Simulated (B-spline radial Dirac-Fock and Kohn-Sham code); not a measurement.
# Inner shells of Mn⁶⁺

Wanted for manganese as Mn⁶⁺: the binding energy of each subshell, the widths and yields of its core holes and its two-hole states.

Method: a free atom or ion on a radial basis; each step names its model; computed with B-spline radial Dirac-Fock and Kohn-Sham code, version 3.

### Step 1. The atom as given

Mn⁶⁺ in the configuration [Ar] 3d1, inside a Watson sphere of charge -6 and radius 3 Å (a model of the Madelung potential; inside it an electron's potential energy is raised by 28.8 eV).

```
nuclear charge     : 25
electrons          : 19
mass number        : 55
nuclear rms radius : 3.7057 fm
```

### Step 2. Hole states by ΔSCF

Model: Dirac-Fock average of configuration, Delta-SCF, finite nucleus, first-order Breit with its frequency dependence, self-energy and vacuum polarisation.

Settings, as recorded:

```ini
task = binding
Z = 25
charge = 6
configuration = 1s2 2s2 2p6 3s2 3p6 3d1
mass_number = 55
rms_radius = 3.7057  # fm
watson_charge = -6  # e
watson_radius = 3.0  # A
```

### Step 3. Widths and yields

Model: independent-particle rates: relativistic LDA orbitals of the hole state, multipoles to L = 3 (length form), Coulomb Auger matrix elements with a Latter-tail continuum; energies from Dirac-Fock.

Recorded inputs:

```ini
task = decay
holes = ["K", "L1", "L2", "L3", "M1", "M2", "M3"]
```

### Step 4. Two holes

Model: Dirac-Fock average of configuration, Delta-SCF, finite nucleus, first-order Breit with its frequency dependence, self-energy and vacuum polarisation; two-hole levels by intermediate coupling within the shell, Auger rates as independent-particle Coulomb matrix elements.

Recorded inputs:

```ini
task = double
```

**Question.** What will these runs give? Wanted: deepest level listed, K; least bound, M4,5; Kα1; K hole: width, yield; largest U, K K; Kα hypersatellite shift; strongest line of K-L123.

**Answer**, as computed:

| quantity | value |
| --- | --- |
| deepest level listed, K (1s) | 6644.3 eV |
| least bound, M4,5 (3d) | 89.30 eV |
| Kα1 | 5894.0 eV |
| K hole: width, yield | 1.13 eV, 0.314 |
| its lifetime | 0.585 fs |
| its strongest line | Kα1 (K-L3), 5894.0 eV |
| largest U, K K | 366.0 eV |
| Kα hypersatellite shift | +262.4 eV |
| strongest line of K-L123 | L2L3, J = 2, 5053.1 eV |

What this shows: For K (1s), relaxation takes off 32.4 eV, Breit terms shift it by -6.88 and QED by -3.14 eV. With a yield of 0.31, electron emission is the main way out for the K hole, in 0.58 fs. Coster-Kronig decay rules L1, where this model's widths can be far from the measured ones. Two holes repel most in K K, by 366.0 eV, and least in M2 M3, by 25.88 eV. An empty K shell moves Kα up by 262 eV. In the K-L123 Auger group the L2L3 J = 2 line carries 56 % of the rate. The Hartree-Fock and Dirac-Fock values hold no electron correlation.
